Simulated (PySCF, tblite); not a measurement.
**C₄H₄N₂OS₂: geometry, infrared bands and NMR shifts**

What infrared bands and NMR shifts should C₄H₄N₂OS₂ (`CSc1nnsc1C=O`) show?

Computed with tblite 0.8.0 and PySCF 2.14.0, with density-fitted response routines of our own, on a single molecule in the gas phase. Atoms are numbered from 0 throughout.

## 1. Starting geometry

13 atoms, charge 0, multiplicity 1; geometry from: force field or distance geometry start.

Bonds of the start (Å): C0–S1 1.81, S1–C2 1.75, C2–N3 1.40, N3–N4 1.32, N4–S5 1.68, S5–C6 1.71, C6–C7 1.43, C7–O8 1.23, C6–C2 1.39, C0–H9 1.10, C0–H10 1.08, C0–H11 1.09, C7–H12 1.10.

## 2. Relaxing the molecule with GFN2-xTB

Job settings and geometry (Å):

```
{"job": {"kind": "relax", "xc": "GFN2-xTB", "basis": "xTB"}, "charge": 0, "multiplicity": 1}
C      2.570700    -0.026800     0.084700
S      1.063400    -1.037600     0.092200
C     -0.173900     0.189800    -0.017100
N      0.154400     1.545100    -0.105300
N     -0.914000     2.310300    -0.175600
S     -2.346900     1.442800    -0.176900
C     -1.540000    -0.060700    -0.052900
C     -2.272500    -1.286400     0.010400
O     -3.498400    -1.396000    -0.027200
H      2.567500     0.661000     0.941600
H      3.435500    -0.675500     0.155700
H      2.627700     0.542700    -0.843400
H     -1.677800    -2.208200     0.096300
```

Launch:

```
OMP_NUM_THREADS=1 python probes_run.py task.json out
```

The driver reads the jobs from task.json and runs them one after another.

**Question.** This job is followed by: GFN2-xTB harmonic vibrations, gas phase; GIAO PBE0/pcSseg-1 NMR shielding, non-relativistic, gas phase. What will the session give for the following? strongest single infrared mode (GFN2-xTB); zero-point energy (GFN2-xTB); ¹³C shifts against TMS (PBE0/pcSseg-1); ¹H shifts against TMS (PBE0/pcSseg-1, means over atoms taken as alike); ³³S shifts against CS2 (PBE0/pcSseg-1); ¹⁵N shifts against NH3 (PBE0/pcSseg-1); ¹⁷O shifts against H2O (PBE0/pcSseg-1).

As calculated:

| quantity | value |
| --- | --- |
| strongest single infrared mode (GFN2-xTB) | 1722 cm⁻¹, 489 km/mol |
| zero-point energy (GFN2-xTB) | 49.2 kcal/mol |
| ¹³C shifts against TMS (PBE0/pcSseg-1) | 180.9, 165.6, 151.8, 20.9 ppm |
| ¹H shifts against TMS (PBE0/pcSseg-1, means over atoms taken as alike) | 10.42, 3.13 ppm |
| ³³S shifts against CS2 (PBE0/pcSseg-1) | 571, 1 ppm |
| ¹⁵N shifts against NH3 (PBE0/pcSseg-1) | 483.6, 464.6 ppm |
| ¹⁷O shifts against H2O (PBE0/pcSseg-1) | 682.7 ppm |

**Reading.** The optimisation took 28 steps and gained 0.245 eV; among the close pairs (by a distance rule), N3–N4 changed most, from 1.316 to 1.262 Å. All 33 modes are real, so the xTB geometry is a minimum. The strongest single mode, at 1722 cm⁻¹, moves mainly C7 and O8. GFN2-xTB is a fitted tight-binding method: band positions and strengths are rough. Its intensities can rank the bands wrongly. C7 (aldehyde carbonyl carbon) lies farthest downfield among carbon, at 180.9 ppm; low-lying n→π* states of the double bond to the heteroatom give a large paramagnetic term (-239 ppm). H12 (hydrogen on an aldehyde carbonyl carbon) lies farthest downfield among hydrogen, at 10.42 ppm; the C=O anisotropy and electron withdrawal place aldehyde protons far downfield. At PBE0/pcSseg-1: Shielding is most anisotropic at O8 (span 1356 ppm, paramagnetic term -740 ppm). NICS(1)zz of -27 ppm above the planar ring from C2 marks a diatropic (aromatic) ring current.
